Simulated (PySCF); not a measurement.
# C3H8Si2: the cost of one run

Computed with PySCF 2.14.0 and routines of our own; the level stands in each step. Atoms count from 0.

## Step 1: The starting structure

13 atoms, charge 0, multiplicity 1; geometry from: GFN2-xTB.

## Step 2: Relaxing the molecule at PBE0-D3(BJ)/def2-TZVP

The job: settings as JSON, then the geometry in Å.

```
{"job": {"xc": "PBE0", "basis": "def2-TZVP", "d3": "d3bj", "grid": 2, "kind": "geom"}, "charge": 0, "multiplicity": 1}
Si     2.544506     0.108989     0.428229
C      1.199728    -0.187816    -0.856912
C     -0.009240    -0.547630    -0.555327
C     -1.217767    -0.836892    -0.184716
Si    -2.534307     0.463988     0.156315
H      3.807554     0.271808    -0.297172
H      2.255834     1.324540     1.195273
H      2.636907    -1.029454     1.345326
H      1.464373    -0.051248    -1.897110
H     -1.511390    -1.874294    -0.089807
H     -3.496179     0.486025    -0.952413
H     -1.908782     1.778004     0.300497
H     -3.235624     0.094465     1.390087
```

Launch:

```bash
OMP_NUM_THREADS=1 python excited_run.py task.json out
```

The driver reads the jobs from task.json and runs them one after another.

Q: Estimate the wall time and peak memory of this first job on 1 thread of AMD EPYC 9R45, shared host.

About 2 min, with a peak of 0.88 GiB.
